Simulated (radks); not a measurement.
# Ionisation energy and size from Mg³⁺ to Ar³⁺

One table from this session's results is given with a row withheld; the runs are named, their logs left out.

Method: non-relativistic Kohn-Sham, r2SCAN, spin-polarised, spherical densities, point nucleus; open shells are filled with parallel spins first. Code: radks (a radial shooting solver on a logarithmic mesh, Libxc functionals) version 1.

**The atom as given**

- species: Mg³⁺, Al³⁺, Si³⁺, P³⁺, S³⁺, Cl³⁺, Ar³⁺
- runs: 14, each species and its next ion

Set-up of the first run:

Settings of this run:

```text
Z 12
configuration [He] 2s2 2p5
relativity non-relativistic
functional r2scan,r2scan
spin polarised
nucleus point
```

Steps of the session up to this table: Mg³⁺, [He] 2s2 2p5; Mg⁴⁺, [He] 2s2 2p4; Al³⁺, [Ne]; Al⁴⁺, [He] 2s2 2p5; Si³⁺, [Ne] 3s1; Si⁴⁺, [Ne]; P³⁺, [Ne] 3s2; P⁴⁺, [Ne] 3s1; S³⁺, [Ne] 3s2 3p1; S⁴⁺, [Ne] 3s2; Cl³⁺, [Ne] 3s2 3p2; Cl⁴⁺, [Ne] 3s2 3p1; Ar³⁺, [Ne] 3s2 3p3; Ar⁴⁺, [Ne] 3s2 3p2.

One of the session's tables, all rows but one given; the rest of the session is left out.

| species | Δ-SCF (eV) | −ε(HOMO) (eV) | its <r> (bohr) |
| --- | --- | --- | --- |
| Mg³⁺ | 109.93 | 95.424 | 0.674 |
| Al³⁺ | 121.61 | 105.74 | 0.623 |
| Si³⁺ | ? | ? | ? |
| P³⁺ | 50.629 | 45.710 | 1.68 |
| S³⁺ | 47.047 | 41.045 | 1.66 |
| Cl³⁺ | 53.536 | 46.769 | 1.51 |
| Ar³⁺ | 59.836 | 52.392 | 1.39 |

Estimate the missing values for Si³⁺.

The run gave: Δ-SCF (eV): 45.010; −ε(HOMO) (eV): 40.571; its <r> (bohr): 1.85. In the column «Δ-SCF (eV)» it is the lowest.

For Mg³⁺, Al³⁺ the highest level isn't the widest one, so −ε(HOMO) and <r> belong to different orbitals, and Δ-SCF follows the ion's typed configuration. Open shells are spherical and high-spin; term and fine-structure splittings are not resolved.
